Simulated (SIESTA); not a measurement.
Ge2Sb2Te5:

```
Te Sb Ge
1.0
     4.29406    0.00000    0.00000
    -2.14703    3.71877    0.00000
     0.00000    0.00000   17.10135
Te Sb Ge
5 2 2
Direct
  0.66667 0.33333 0.41989
  0.33333 0.66667 0.58011
  0.33333 0.66667 0.20154
  0.66667 0.33333 0.79846
  0.00000 0.00000 0.00000
  0.00000 0.00000 0.32007
  0.00000 0.00000 0.67993
  0.66667 0.33333 0.10290
  0.33333 0.66667 0.89711
```

The cell comes from a database or a generator and needn't be the stable form of this composition.

- Program: SIESTA 5.4.2
- Task: single point
- Functional: PBE
- Potentials or basis: PseudoDojo 0.4 standard (PBE files)
- Basis: DZP (energy shift 0.003 Ry; two zetas on semicore shells)
- Grid cutoff: 800 Ry
- Energy shift: 0.003 Ry
- k mesh: 7 × 7 × 2
- Occupations: fermi-dirac, width 0.05 eV
- Spin: no spin polarisation

On this cell: pressure 1.4 GPa; largest force 0.273 eV/Å; band gap on the k mesh 0.24 eV, direct.

The same run follows on a disturbed copy (atoms moved at random, drawn with an rms of 0.05 Å):

```
Te Sb Ge
1.0
     4.29406    0.00000    0.00000
    -2.14703    3.71877    0.00000
     0.00000    0.00000   17.10135
Te Sb Ge
5 2 2
Direct
  0.65627 0.33020 0.42106
  0.32321 0.67030 0.57955
  0.33444 0.67990 0.20353
  0.66456 0.34169 0.79798
  0.98765 0.98842 0.99874
  0.00451 0.01303 0.31980
  0.99789 0.99456 0.68060
  0.65641 0.33449 0.10159
  0.31874 0.65328 0.89705
```

Task: What does the disturbed cell give?

Result: The energy moves by +2.4 meV/atom; pressure 1.3 GPa; largest force 0.262 eV/Å; band gap on the k mesh 0.18 eV, direct.

Forces in eV/Å, atoms in the order of the input:
```
Te   0.088  0.222  0.105
Te   0.167 -0.068 -0.107
Te  -0.037 -0.164 -0.201
Te  -0.017 -0.186  0.039
Te  -0.043  0.207  0.079
Sb  -0.089 -0.151 -0.080
Sb  -0.156  0.094  0.100
Ge   0.051 -0.010  0.023
Ge   0.037  0.056  0.042
```

Stress tensor (GPa, compression positive):
```
 1.45 -0.03 -0.04
-0.03  1.25  0.18
-0.04  0.18  1.34
```

Caveats: spin-orbit coupling is left out, which moves the levels of the heavy elements; an odd mesh through Γ misses points on the zone boundary, where band edges often lie; the basis of atomic orbitals isn't converged, which shifts pressures, moduli and gaps.
